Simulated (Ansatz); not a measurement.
# TiC18: the cost of one run

All numbers below are computed with Ansatz 0.2.0 (DFT PBE, plane waves, PAW, scalar-relativistic, collinear spin).

## (1) Starting point

The cell holds 19 atoms (C18Ti): a = 7.398 Å, b = 7.398 Å, c = 11.000 Å, α = 90.00°, β = 90.00°, γ = 120.00°.

Coordinates:

```
CELL_PARAMETERS angstrom
7.39800 0.00000 0.00000
-3.69900 6.40686 0.00000
0.00000 0.00000 11.00000
ATOMIC_POSITIONS crystal
C 0.00000 0.00000 0.09091
C 0.22222 0.11111 0.09091
C 0.00000 0.33333 0.09091
C 0.22222 0.44444 0.09091
C 0.00000 0.66667 0.09091
C 0.22222 0.77778 0.09091
C 0.33333 0.00000 0.09091
C 0.55556 0.11111 0.09091
C 0.33333 0.33333 0.09091
C 0.55556 0.44444 0.09091
C 0.33333 0.66667 0.09091
C 0.55556 0.77778 0.09091
C 0.66667 0.00000 0.09091
C 0.88889 0.11111 0.09091
C 0.66667 0.33333 0.09091
C 0.88889 0.44444 0.09091
C 0.66667 0.66667 0.09091
C 0.88889 0.77778 0.09091
Ti 0.10895 0.88992 0.27000
```

## (2) Relaxing end A

input.yaml

```yaml
crystal:
  lattice:
    - [7.398, 0.0, 0.0]
    - [-3.699, 6.406856, 0.0]
    - [0.0, 0.0, 11.0]
  atoms:
    - { symbol: C, position: [0.0, 0.0, 0.0909091] }
    - { symbol: C, position: [0.2222222, 0.1111111, 0.0909091] }
    - { symbol: C, position: [0.0, 0.3333333, 0.0909091] }
    - { symbol: C, position: [0.2222222, 0.4444444, 0.0909091] }
    - { symbol: C, position: [0.0, 0.6666667, 0.0909091] }
    - { symbol: C, position: [0.2222222, 0.7777778, 0.0909091] }
    - { symbol: C, position: [0.3333333, 0.0, 0.0909091] }
    - { symbol: C, position: [0.5555556, 0.1111111, 0.0909091] }
    - { symbol: C, position: [0.3333333, 0.3333333, 0.0909091] }
    - { symbol: C, position: [0.5555556, 0.4444444, 0.0909091] }
    - { symbol: C, position: [0.3333333, 0.6666667, 0.0909091] }
    - { symbol: C, position: [0.5555556, 0.7777778, 0.0909091] }
    - { symbol: C, position: [0.6666667, 0.0, 0.0909091] }
    - { symbol: C, position: [0.8888889, 0.1111111, 0.0909091] }
    - { symbol: C, position: [0.6666667, 0.3333333, 0.0909091] }
    - { symbol: C, position: [0.8888889, 0.4444444, 0.0909091] }
    - { symbol: C, position: [0.6666667, 0.6666667, 0.0909091] }
    - { symbol: C, position: [0.8888889, 0.7777778, 0.0909091] }
    - { symbol: Ti, position: [0.1089452, 0.8899217, 0.27], spin: 1.0 }
magnetization:
  spin_polarized: true
basis:
  ecutwfc: 420.0
kpoints:
  mp_grid: { grid: [2, 2, 1] }
hamiltonian:
  xc: pbe
scf:
  occupations: { method: fermi_dirac, width: 0.05 }
  lower_state_search: "off"
relax:
  f_tol: 0.03
  max_steps: 60
  adjacent_minimum: "off"
```

Run with:

```console
$ ansatz run input.yaml --threads 2 --pin off --max-ram 5120MiB --backend cpu --events-out ev --progress --plain --runs-dir out
```

What time and memory should one allow on 2 threads of Intel Xeon Platinum 8488C (Sapphire Rapids), shared host?

About 18 s, with a peak of 0.96 GiB.
